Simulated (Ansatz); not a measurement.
**CH₄ClFOSi: small, medium and large basis sets**

An exercise on one series of results from a longer session: the logs are not shown, and one member is left open.

Computed with Ansatz 0.2.0, Gaussian basis. Level: one geometry, several basis sets.

Plan: PBE0-D4/def2-SVP; ωB97M-V/def2-SVP; PBE0-D4/def2-QZVPP; ωB97M-V/def2-QZVPP; the functionals' def2-TZVPP values are taken from earlier runs.

### The geometry

All runs share one geometry, relaxed beforehand with PBE0-D4 in a triple-zeta def2 set.

SMILES `C[Si](O)(F)Cl`, 9 atoms, charge 0, spin multiplicity 1.

Atoms are counted from 1 here; the program's logs count them from 0.

Bond lengths: C1–Si2 1.834 Å, C1–H6 1.091 Å, C1–H7 1.091 Å, C1–H8 1.092 Å, Si2–O3 1.623 Å, Si2–F4 1.591 Å, Si2–Cl5 2.049 Å, O3–H9 0.958 Å. Angles: Si2–C1–H6 110.4°, Si2–C1–H7 110.5°, Si2–C1–H8 110.0°, H6–C1–H7 108.6°, H6–C1–H8 108.6°, H7–C1–H8 108.6°, C1–Si2–O3 109.4°, C1–Si2–F4 110.3°, C1–Si2–Cl5 112.0°, O3–Si2–F4 109.9°, O3–Si2–Cl5 110.0°, F4–Si2–Cl5 105.2°, Si2–O3–H9 119.2°.

Set-up of the first run:

Input file in.yaml:

```yaml
crystal:
  periodic: [false, false, false]
  atoms:
    - {symbol: C, position_ang: [-1.142445, -0.178605, 0.512200]}
    - {symbol: Si, position_ang: [0.561256, 0.218356, -0.037990]}
    - {symbol: O, position_ang: [1.048092, -0.886561, -1.122512]}
    - {symbol: F, position_ang: [1.553327, 0.230312, 1.206162]}
    - {symbol: Cl, position_ang: [0.689438, 2.097543, -0.845132]}
    - {symbol: H, position_ang: [-1.833592, -0.141889, -0.331546]}
    - {symbol: H, position_ang: [-1.476281, 0.534724, 1.267724]}
    - {symbol: H, position_ang: [-1.171762, -1.182302, 0.942448]}
    - {symbol: H, position_ang: [1.860667, -0.737978, -1.608555]}
basis:
  gaussian: {orbitals: def2-SVP}
hamiltonian: {xc: pbe0, dispersion: d4}
output: {orbitals: {seedname: orbitals}}
```

Steps of the session up to this table: PBE0-D4 in def2-SVP; ωB97M-V in def2-SVP; PBE0-D4 in def2-QZVPP; ωB97M-V in def2-QZVPP.

One table of the session follows, with a row left open; its other results are not shown here.

It belongs to the step «Density functionals: the series». 

```
functional       basis  HOMO (eV)  LUMO (eV)
   PBE0-D4    def2-SVP      -9.10       1.28
   PBE0-D4  def2-TZVPP      -9.27       0.67
   PBE0-D4  def2-QZVPP          ?          ?
   ωB97M-V    def2-SVP     -11.36       2.95
   ωB97M-V  def2-TZVPP     -11.57       2.14
   ωB97M-V  def2-QZVPP     -11.62       1.44
```

Q: Estimate the row for PBE0-D4, def2-QZVPP from the others.

The run gave: HOMO (eV): -9.31; LUMO (eV): 0.23. In the column «HOMO (eV)» it lies between ωB97M-V, def2-SVP (-11.36) and PBE0-D4, def2-TZVPP (-9.27).
